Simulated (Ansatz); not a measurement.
# C6H19N4Nb: how energies converge with the basis set

The task here is to estimate one member of a computed series from the others.

Method: one geometry, several basis sets; program: Ansatz 0.2.0, Gaussian basis.

The runs, in order: PBE0-D4/def2-SVP; ωB97M-V/def2-SVP; PBE0-D4/def2-QZVPP; ωB97M-V/def2-QZVPP; the functionals' def2-TZVPP values are taken from earlier runs.

1 further run of the same task is left out (for a known fault of the program).

## The geometry

The geometry comes from an earlier relaxation with PBE0-D4 in a triple-zeta def2 set; it is a stationary point, not always the lowest conformer. Nb takes the def2 core potential; no spin-orbit term is included.

SMILES `C[N](C)[Nb](=[NH])([N](C)C)[N](C)C`, 30 atoms, charge 0, spin multiplicity 1.

Atoms are counted from 1 here; the program's logs count them from 0.

Bond lengths: C1–N2 1.441 Å, C1–H12 1.100 Å, C1–H13 1.100 Å, C1–H14 1.096 Å, N2–C3 1.440 Å, N2–Nb4 1.996 Å, C3–H15 1.089 Å, C3–H16 1.101 Å, C3–H17 1.100 Å, Nb4–N5 1.758 Å, Nb4–N6 1.996 Å, Nb4–N9 1.996 Å, N5–H18 1.008 Å, N6–C7 1.441 Å, N6–C8 1.441 Å, C7–H19 1.089 Å, C7–H20 1.100 Å, C7–H21 1.101 Å and more. Angles: N2–C1–H12 111.8°, N2–C1–H13 111.6°, N2–C1–H14 111.6°, H12–C1–H13 107.5°, H12–C1–H14 107.4°, H13–C1–H14 106.7°, C1–N2–C3 112.1°, C1–N2–Nb4 119.1°, C3–N2–Nb4 128.6°, N2–C3–H15 110.4°, N2–C3–H16 111.4°, N2–C3–H17 111.3°, H15–C3–H16 108.3°, H15–C3–H17 108.2°, H16–C3–H17 107.1°, N2–Nb4–N5 108.6°, N2–Nb4–N6 110.3°, N2–Nb4–N9 110.3° and more.

Coordinates:

```mol
C6H19N4Nb
  3D, bonds by distance, orders not assigned

 30 29  0  0  0  0  0  0  0  0999 V2000
   -1.5048    0.3448    2.0325 C   0  0
   -0.0749    0.2583    1.8740 N   0  0
    0.6166    0.3373    3.1352 C   0  0
    0.6952    0.1733    0.0347 Nb  0  0
    2.3990    0.5982    0.1186 N   0  0
   -0.2286    1.4755   -1.1628 N   0  0
    0.2538    2.7396   -1.6572 C   0  0
   -1.5154    1.1324   -1.7139 C   0  0
    0.5333   -1.6755   -0.6992 N   0  0
   -0.6944   -2.4044   -0.5024 C   0  0
    1.5367   -2.4707   -1.3594 C   0  0
   -1.9004   -0.4895    2.6311 H   0  0
   -1.8014    1.2798    2.5307 H   0  0
   -2.0189    0.3262    1.0652 H   0  0
    1.6941    0.2934    2.9809 H   0  0
    0.3818    1.2737    3.6638 H   0  0
    0.3303   -0.4912    3.8002 H   0  0
    3.3757    0.8419    0.1658 H   0  0
    1.2364    2.9598   -1.2417 H   0  0
   -0.4264    3.5607   -1.3853 H   0  0
    0.3363    2.7365   -2.7547 H   0  0
   -1.8538    0.1505   -1.3650 H   0  0
   -1.4858    1.0849   -2.8127 H   0  0
   -2.2877    1.8647   -1.4347 H   0  0
   -1.4359   -1.8055    0.0376 H   0  0
   -0.5329   -3.3175    0.0897 H   0  0
   -1.1482   -2.7056   -1.4585 H   0  0
    1.2025   -2.7859   -2.3593 H   0  0
    1.7634   -3.3849   -0.7899 H   0  0
    2.4587   -1.9016   -1.4723 H   0  0
  1  2  8  0
  2  3  8  0
  2  4  8  0
  4  5  8  0
  4  6  8  0
  6  7  8  0
  6  8  8  0
  4  9  8  0
  9 10  8  0
  9 11  8  0
  1 12  8  0
  1 13  8  0
  1 14  8  0
  3 15  8  0
  3 16  8  0
  3 17  8  0
  5 18  8  0
  7 19  8  0
  7 20  8  0
  7 21  8  0
  8 22  8  0
  8 23  8  0
  8 24  8  0
 10 25  8  0
 10 26  8  0
 10 27  8  0
 11 28  8  0
 11 29  8  0
 11 30  8  0
M  END
```

The first run:

Input file in.yaml:

```yaml
crystal:
  periodic: [false, false, false]
  atoms:
    - {symbol: C, position_ang: [-1.504828, 0.344799, 2.032523]}
    - {symbol: N, position_ang: [-0.074909, 0.258336, 1.873978]}
    - {symbol: C, position_ang: [0.616581, 0.337346, 3.135153]}
    - {symbol: Nb, position_ang: [0.695203, 0.173321, 0.034739]}
    - {symbol: N, position_ang: [2.399049, 0.598218, 0.118560]}
    - {symbol: N, position_ang: [-0.228602, 1.475465, -1.162786]}
    - {symbol: C, position_ang: [0.253762, 2.739576, -1.657184]}
    - {symbol: C, position_ang: [-1.515378, 1.132351, -1.713943]}
    - {symbol: N, position_ang: [0.533305, -1.675484, -0.699231]}
    - {symbol: C, position_ang: [-0.694358, -2.404440, -0.502383]}
    - {symbol: C, position_ang: [1.536692, -2.470750, -1.359390]}
    - {symbol: H, position_ang: [-1.900411, -0.489510, 2.631090]}
    - {symbol: H, position_ang: [-1.801363, 1.279798, 2.530728]}
    - {symbol: H, position_ang: [-2.018920, 0.326187, 1.065224]}
    - {symbol: H, position_ang: [1.694085, 0.293438, 2.980882]}
    - {symbol: H, position_ang: [0.381815, 1.273701, 3.663826]}
    - {symbol: H, position_ang: [0.330282, -0.491222, 3.800163]}
    - {symbol: H, position_ang: [3.375664, 0.841874, 0.165823]}
    - {symbol: H, position_ang: [1.236449, 2.959780, -1.241716]}
    - {symbol: H, position_ang: [-0.426421, 3.560664, -1.385305]}
    - {symbol: H, position_ang: [0.336299, 2.736506, -2.754712]}
    - {symbol: H, position_ang: [-1.853796, 0.150535, -1.364951]}
    - {symbol: H, position_ang: [-1.485789, 1.084890, -2.812690]}
    - {symbol: H, position_ang: [-2.287702, 1.864735, -1.434676]}
    - {symbol: H, position_ang: [-1.435883, -1.805468, 0.037642]}
    - {symbol: H, position_ang: [-0.532878, -3.317511, 0.089729]}
    - {symbol: H, position_ang: [-1.148191, -2.705600, -1.458531]}
    - {symbol: H, position_ang: [1.202469, -2.785879, -2.359258]}
    - {symbol: H, position_ang: [1.763401, -3.384899, -0.789923]}
    - {symbol: H, position_ang: [2.458674, -1.901558, -1.472280]}
basis:
  gaussian: {orbitals: def2-SVP}
hamiltonian: {xc: pbe0, dispersion: d4}
output: {orbitals: {seedname: orbitals}}
```

Launch:

```bash
> ansatz run in.yaml --threads 11 --pin off --events-out ev --progress --plain --max-ram 174080MiB --backend cpu
```

Steps of the session up to this table: PBE0-D4 in def2-SVP; ωB97M-V in def2-SVP; PBE0-D4 in def2-QZVPP; ωB97M-V in def2-QZVPP.

One table of the session follows, with a row left open; its other results are not shown here.

It belongs to the step «Density functionals: the series». 

```
functional       basis  HOMO (eV)  LUMO (eV)
   PBE0-D4    def2-SVP      -5.52       0.24
   PBE0-D4  def2-TZVPP      -5.62       0.03
   PBE0-D4  def2-QZVPP          ?          ?
   ωB97M-V    def2-SVP      -7.69       1.97
   ωB97M-V  def2-TZVPP      -7.80       1.49
   ωB97M-V  def2-QZVPP      -7.82       0.79
```

Q: Estimate the row for PBE0-D4, def2-QZVPP from the others.

**Answer.** HOMO (eV): -5.65; LUMO (eV): -0.05. In the column «HOMO (eV)» it lies between ωB97M-V, def2-SVP (-7.69) and PBE0-D4, def2-TZVPP (-5.62).
